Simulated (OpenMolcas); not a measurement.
# Pt²⁺ among point charges: CASSCF and CASPT2 levels and susceptibility

How does a field of 6 point charges split the states of Pt²⁺, and what χT follows?

The numbers are computed with OpenMolcas 26.06 (state-averaged CASSCF and CASPT2, spin-orbit coupling by RASSI with atomic mean-field integrals), except any that are marked as measured or tabulated.

## 1. The system

| Item | Value |
| --- | --- |
| Species | Pt²⁺ (platinum, Z = 78, 76 electrons) |
| Basis | ANO-RCC-VTZP [8s7p5d3f1g], 84 functions |
| Scalar Hamiltonian | DKH2, point nucleus |
| Inactive shells | 1s 2s 2p 3s 3p 3d 4s 4p 4d 4f 5s 5p |
| Active space | 8 electrons in 5 orbitals (5d) |
| Some configurations of this space | 5d8 |
| Orbitals | optimised for each spin and parity, averaged over all roots |

The outer shells:

5d8
```
5d [↑↓][↑↓][↑↓][↑ ][↑ ]
```

The ion sits among 6 point charges of -1.36 e arranged as a trigonal antiprism (D3d), 2.25 Å from the ion, with a polar angle of 61.3° against the regular 54.74°.

Each step is its own input file, run in one work folder so that later steps find the files of earlier ones. Labels, J, g values, rates, χT and fits are worked out afterwards by a script from the matrices that RASSI stores. The input lists half of the charges; inversion (Group=XYZ) makes the rest.

## 2. One- and two-electron integrals

File a.inp:

```
&GATEWAY
Coord
1

Pt 0.0 0.0 0.0
Basis=ANO-RCC-VTZP
Group=XYZ
NoMove
AngMom=0.0 0.0 0.0
AMFI
XField
3 Angstrom 0
0.000000 1.973652 1.080369 -1.360000
1.709233 -0.986826 1.080369 -1.360000
1.709233 0.986826 -1.080369 -1.360000
&SEWARD
```

Started as:

```console
OMP_NUM_THREADS=1 MOLCAS_MEM=1689 MOLCAS_PROJECT=a pymolcas a.inp > a.log
```

## 3. Reference wave functions, triplets of even parity, 10 roots

File a.inp:

```
&RASSCF
FileOrb=start.orb
Symmetry=1
Spin=3
nActEl=8 0 0
Inactive=15 19
Ras2=5 0
CIRoot=10 10 1
SDav=10
CIMx=300
Iter=120 100
PrWF=0.3
OrbListing=Nothing
MaxOrb=0
>>> COPY $Project.JobIph JOB001
```

start.orb holds the contracted functions of the basis, ordered by shell, or the orbitals of the step before.

## 4. CASSCF: singlets of even parity, 15 roots

File a.inp:

```
&RASSCF
FileOrb=start.orb
Symmetry=1
Spin=1
nActEl=8 0 0
Inactive=15 19
Ras2=5 0
CIRoot=15 15 1
SDav=15
CIMx=300
Iter=120 100
PrWF=0.3
OrbListing=Nothing
MaxOrb=0
>>> COPY $Project.JobIph JOB002
```

## 5. RASSI: spin-orbit coupling between the states

File a.inp:

```
&RASSI
NrOfJobIphs=2 10 15
1 2 3 4 5 6 7 8 9 10
1 2 3 4 5 6 7 8 9 10 11 12 13 14 15
IphNames
JOB001
JOB002
EJob
SpinOrbit
DIPRint=1.0
SOCoupling=1000.0
Subsets=2
Property=9
'ANGMOM' 1 'ANGMOM' 2 'ANGMOM' 3 'MLTPL  1' 1 'MLTPL  1' 2 'MLTPL  1' 3
'AMFI' 1 'AMFI' 2 'AMFI' 3
SOProperty=3
'ANGMOM' 1 'ANGMOM' 2 'ANGMOM' 3
```

## 6. CASPT2: IPEA 0.25, imaginary shift 0.1 (closed shells correlated: 5s 5p)

File a.inp:

```
>>> COPY JOB001 $Project.JobIph
&CASPT2
Multistate=10 1 2 3 4 5 6 7 8 9 10
NoMult
Frozen=14 16
IPEA=0.25
Imaginary=0.1
MaxIter=60
WThr=0.0 0.3 0.05
PrWF=0.5
NoMix
>>> COPY JOB002 $Project.JobIph
&CASPT2
Multistate=15 1 2 3 4 5 6 7 8 9 10 11 12 13 14 15
NoMult
Frozen=14 16
IPEA=0.25
Imaginary=0.1
MaxIter=60
WThr=0.0 0.3 0.05
PrWF=0.5
NoMix
```

(Steps that only read results are left out.)

**Question.** What will these runs give? Wanted: spin-free ground state; first state of the same spin within the active space; lowest level; next level.

The runs gave:

```
                                            quantity                                                                        value
                                              method  SS-CASPT2, IPEA 0.25, imaginary shift 0.1 (closed shells correlated: 5s 5p)
                              spin-free ground state                                              3A2, 1-fold in its orbital part
first state of the same spin within the active space                                                             3A1 at 4130 cm⁻¹
                                        lowest level                                               2-fold E, g = 0.00, 0.00, 7.77
                                          next level                                                                   594.3 cm⁻¹
                                         χT at 300 K                                                               2.50 cm³ K/mol
                           effective moment at 300 K                                                                      4.47 μB
```

Cost by method:

| method | time of its own steps | time with the reference |
| --- | --- | --- |
| A. CASSCF | 5.7 s | 5.7 s |
| B. SS-CASPT2, IPEA 0.25, imaginary shift 0.1, +5s 5p | 4 s | 9.7 s |

Times are of one thread on a shared host.

**Reading.** The spin-free ground state (3A2) comes to 98 % from free-ion F terms and keeps the highest spin of the shell. χT at 300 K is 2.50, against 1.00 cm³ K/mol for the spin alone, so orbital moment adds to it. CASPT2 does not keep the components of a term degenerate, and the means are used. The field of point charges can differ much from that of real complexes. This is an electrostatic model: the charges have no orbitals.
